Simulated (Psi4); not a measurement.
# One shape, several levels: triplet C2H5FSi

Wanted: a comparison of 6 runs (U-r2SCAN/cc-pVDZ, UM06-L/cc-pVDZ, UPBE/cc-pVDZ, UPBE0/cc-pVDZ, USVWN5/cc-pVDZ, UTPSS/cc-pVDZ) of triplet C2H5FSi. 

The results are computed with Psi4 1.11.

1 further run of the same task is left out (set aside as unsound or not needed).

### Step 1. Starting point

C2H5FSi: 9 atoms, total charge 0, spin state triplet. As SMILES of the parent species, `F/C=C/[SiH3]`. The shape is that of a PBE0-D4/def2-TZVP optimisation. That shape belongs to the parent species and isn't relaxed for this state.

Bond lengths: F1–C2 1.336 Å, C2–C3 1.322 Å, C3–Si4 1.852 Å, C2–H5 1.086 Å, C3–H6 1.087 Å, Si4–H7 1.487 Å, Si4–H8 1.487 Å, Si4–H9 1.487 Å. Some angles: F1–C2–C3 122.8°, C2–C3–Si4 121.1°, F1–C2–H5 111.4°, C3–C2–H5 125.9°, C2–C3–H6 117.6°, Si4–C3–H6 121.3°, C3–Si4–H7 110.8°, C3–Si4–H8 110.8°, C3–Si4–H9 108.6°, H7–Si4–H8 107.9°.

### Step 2. Energy and gradient at U-r2SCAN/cc-pVDZ (run 1)

c2h5fsi.dat reads:

```
memory 1.6 GB

molecule mol {
  0 3
  F     -1.259900     2.360900     0.506400
  C     -0.578300     1.355000    -0.048000
  C     -0.336700     0.219900     0.584900
  Si     0.614100    -1.145000    -0.228900
  H     -0.264200     1.599600    -1.058100
  H     -0.716100     0.118100     1.598600
  H      1.843700    -1.465600     0.542800
  H     -0.206700    -2.381600    -0.316300
  H      0.992500    -0.707600    -1.598500
  symmetry c1
  no_reorient
  no_com
}

set basis cc-pVDZ
set reference uks
set puream true
set e_convergence 1e-09
set d_convergence 1e-08
set scf_type pk
set dft_radial_points 99
set dft_spherical_points 590
set maxiter 100

e_tot, wfn = gradient("r2scan", return_wfn=True)
oeprop(wfn, "MAYER_INDICES", "MULLIKEN_CHARGES", "DIPOLE", title="R2SCAN")
print_variables()
```

The run is started by

```sh
$ psi4 c2h5fsi.dat c2h5fsi.out -n 1
```

c2h5fsi.out:

```text
[...]
  Running in c1 symmetry.
[...]
  Nuclear repulsion =  148.950259372894351
[...]
  Multiplicity = 3
[...]
  Nalpha       = 21
  Nbeta        = 19
[...]
    Number of basis functions: 85
[...]
   @UKS iter   1:  -467.92052416949900    2.98482e-02   8.57468e-03 ADIIS/DIIS
[...]
   @UKS iter  15:  -468.24637729809757   -7.38964e-13   4.17311e-09 DIIS
[...]
   @S^2 Observed:                2.010823007E+00
[...]
  @UKS Final Energy:  -468.24637729809757
   => Energetics <=
    Nuclear Repulsion Energy =            148.9502593728943509
    One-Electron Energy =                -941.4976817414124071
    Two-Electron Energy =                 368.3373709219384864
    DFT Exchange-Correlation Energy =     -44.0363258515180220
    Empirical Dispersion Energy =           0.0000000000000000
    VV10 Nonlocal Energy =                  0.0000000000000000
    Total Energy =                       -468.2463772980975705
[...]
  -Total Gradient:
     Atom            X                  Y                   Z
    ------   -----------------  -----------------  -----------------
       1        0.011166189379    -0.008633249930    -0.017441995226
       2        0.023700474816    -0.160787717226     0.114746151355
       3       -0.033975380510     0.161592465931    -0.091097707183
       4        0.003750272051    -0.002623403277    -0.006056386450
       5       -0.001040610908    -0.001445621475     0.004027698022
       6        0.000836543987     0.003401215841    -0.005615336752
       7       -0.005467118724     0.003038912502    -0.002522952621
       8        0.002026569418     0.006365458280     0.000619495626
       9       -0.000964466158    -0.001030789097     0.003394550820
[...]
```

Wall time 83 s (1 thread of Intel Xeon Platinum 8559C (Emerald Rapids), shared host); peak memory 1.1 GiB.

### Step 3. The energy at UM06-L/cc-pVDZ (run 2)

job.in reads:

```
memory 1600 mb

molecule mol {
  0 3
  F
  C 1 1.33558
  C 2 1.321887 1 122.76966
  Si 3 1.851822 2 121.08732 1 -179.99553
  H 2 1.085721 3 125.87484 4 0.00928
  H 3 1.08715 2 117.58484 5 -179.99853
  H 4 1.486681 3 110.82332 6 -59.90171
  H 4 1.486785 7 107.92382 3 -121.51117
  H 4 1.486711 7 109.33696 8 -118.83256
  units angstrom
  symmetry c1
  no_reorient
  no_com
}

set basis cc-pVDZ
set reference uks
set puream true
set e_convergence 1e-09
set d_convergence 1e-08
set scf_type pk
set dft_radial_points 99
set dft_spherical_points 590
set maxiter 100

e_tot, wfn = energy("m06-l", return_wfn=True)
oeprop(wfn, "WIBERG_LOWDIN_INDICES", "MULLIKEN_CHARGES", "DIPOLE")
```

The run is started by

```sh
$ psi4 job.in job.out -n 1
```

job.out:

```text
[...]
  Running in c1 symmetry.
[...]
  Nuclear repulsion =  148.950236211460322
[...]
  Multiplicity = 3
[...]
  Nalpha       = 21
  Nbeta        = 19
[...]
    Number of basis functions: 85
[...]
   @UKS iter   1:  -468.02290011742173   -1.89029e-02   8.37301e-03 DIIS/ADIIS
[...]
   @UKS iter  14:  -468.33670292277469   -3.92220e-12   7.60234e-09 DIIS
[...]
   @S^2 Observed:                2.010893656E+00
[...]
  @UKS Final Energy:  -468.33670292277469
   => Energetics <=
    Nuclear Repulsion Energy =            148.9502362114603216
    One-Electron Energy =                -941.5846510523426787
    Two-Electron Energy =                 368.4545424718799040
    DFT Exchange-Correlation Energy =     -44.1568305537723091
    Empirical Dispersion Energy =           0.0000000000000000
    VV10 Nonlocal Energy =                  0.0000000000000000
    Total Energy =                       -468.3367029227746912
[...]
 Multipole Moments:
 ------------------------------------------------------------------------------------
     Multipole            Electronic (a.u.)      Nuclear  (a.u.)        Total (a.u.)
 ------------------------------------------------------------------------------------
 L = 1.  Multiply by 2.5417464519 to convert [e a0] to [Debye]
 Dipole X            :         -0.0000479           -0.0000426           -0.0000905
 Dipole Y            :          1.4671486           -1.5861126           -0.1189640
 Dipole Z            :         -7.0268468            7.2903023            0.2634556
 Magnitude           :                                                    0.2890697
[...]
```

It took 71 s on 1 thread of Intel Xeon Platinum 8559C (Emerald Rapids), shared host; peak memory 1.1 GiB.

Runs 3 to 5 aren't shown in full; the table further down has their settings and results.

### Step 4. Energy and forces at UTPSS/cc-pVDZ (run 6)

c2h5fsi.xyz reads:

```xyz
9
C2H5FSi
F     -1.259900     2.360900     0.506400
C     -0.578300     1.355000    -0.048000
C     -0.336700     0.219900     0.584900
Si     0.614100    -1.145000    -0.228900
H     -0.264200     1.599600    -1.058100
H     -0.716100     0.118100     1.598600
H      1.843700    -1.465600     0.542800
H     -0.206700    -2.381600    -0.316300
H      0.992500    -0.707600    -1.598500
```

calc.py reads:

```python
import psi4

psi4.set_memory(1600000000)
psi4.set_num_threads(1)
psi4.core.set_output_file('c2h5fsi.out', False)

with open('c2h5fsi.xyz') as f:
    atoms = ''.join(f.readlines()[2:])
m = psi4.geometry('0 3\n' + atoms + 'symmetry c1')

options = {'reference': 'uks', 'puream': True, 'e_convergence': 1e-09, 'd_convergence': 1e-08, 'scf_type': 'pk', 'dft_radial_points': 99, 'dft_spherical_points': 590, 'maxiter': 100}
psi4.set_options(options)

energy_value = psi4.gradient("tpss/cc-pVDZ")
print('gradient / Eh bohr^-1')
print(energy_value.np.round(6))
```

The run is started by

```sh
$ python calc.py
```

c2h5fsi.out:

```text
[...]
  Running in c1 symmetry.
[...]
  Nuclear repulsion =  148.950259372894351
[...]
  Multiplicity = 3
[...]
  Nalpha       = 21
  Nbeta        = 19
[...]
    Number of basis functions: 85
[...]
   @UKS iter   1:  -468.05041328017194    7.00483e-02   9.19807e-03 DIIS/ADIIS
[...]
   @UKS iter  14:  -468.41450153691710   -1.36993e-11   6.98745e-09 DIIS
[...]
   @S^2 Observed:                2.007547667E+00
[...]
  @UKS Final Energy:  -468.41450153691710
   => Energetics <=
    Nuclear Repulsion Energy =            148.9502593728943509
    One-Electron Energy =                -941.5010876566523166
    Two-Electron Energy =                 368.3479205025405463
    DFT Exchange-Correlation Energy =     -44.2115937556997167
    Empirical Dispersion Energy =           0.0000000000000000
    VV10 Nonlocal Energy =                  0.0000000000000000
    Total Energy =                       -468.4145015369171006
[...]
  -Total Gradient:
     Atom            X                  Y                   Z
    ------   -----------------  -----------------  -----------------
       1        0.015255899083    -0.015234080521    -0.020166286807
       2        0.021155214133    -0.156258301881     0.115992239688
       3       -0.034248934776     0.161235676471    -0.090063233524
       4        0.002348787071    -0.000510775030    -0.004964160421
       5       -0.001429801952    -0.001904615656     0.005445336522
       6        0.001573656664     0.003595666295    -0.007581095784
       7       -0.005302525684     0.003359956448    -0.002217217793
       8        0.001556975332     0.006402839406     0.000659074440
       9       -0.000901485444    -0.000699983717     0.002891243941
[...]
```

The script printed:

```text
gradient / Eh bohr^-1
[[ 0.015256 -0.015234 -0.020166]
 [ 0.021155 -0.156258  0.115992]
 [-0.034249  0.161236 -0.090063]
 [ 0.002349 -0.000511 -0.004964]
 [-0.00143  -0.001905  0.005445]
 [ 0.001574  0.003596 -0.007581]
 [-0.005303  0.00336  -0.002217]
 [ 0.001557  0.006403  0.000659]
 [-0.000901 -0.0007    0.002891]]
```

It took 92 s on 1 thread of Intel Xeon Platinum 8559C (Emerald Rapids), shared host; peak memory 1.1 GiB.

### Step 5. Overview of the runs

```tsv
run	level	task	energy (Eh)	dipole moment (D)	HOMO energy (eV)	⟨S²⟩	wall time
1	U-r2SCAN/cc-pVDZ	gradient	-468.246377	0.75	-2.34	2.011	83 s
2	UM06-L/cc-pVDZ	energy	-468.336703	0.73	-2.08	2.011	71 s
3	UPBE/cc-pVDZ	gradient	-467.997910	0.58	-1.88	2.005	49 s
4	UPBE0/cc-pVDZ	gradient	-468.046034	0.77	-3.31	2.008	41 s
5	USVWN5/cc-pVDZ	energy	-465.797127	0.71	-1.81	2.004	19 s
6	UTPSS/cc-pVDZ	gradient	-468.414502	0.57	-2.05	2.008	92 s
```

### Step 6. Outcome

| quantity | value |
| --- | --- |
| run 6: total energy | -468.41450 Eh |
| run 6: dipole moment | 0.57 D |
| run 6: HOMO energy (highest over α and β) | -2.05 eV |
| run 6: ⟨S²⟩ | 2.008 |
| run 6: largest force on an atom | 10.066 eV/Å |

What this shows: The dipole moment (its size) runs from 0.57 D (UTPSS/cc-pVDZ) to 0.77 D (UPBE0/cc-pVDZ). Totals of different functionals can't be ranked against each other. All runs together took 5.9 min, the longest 92 s.
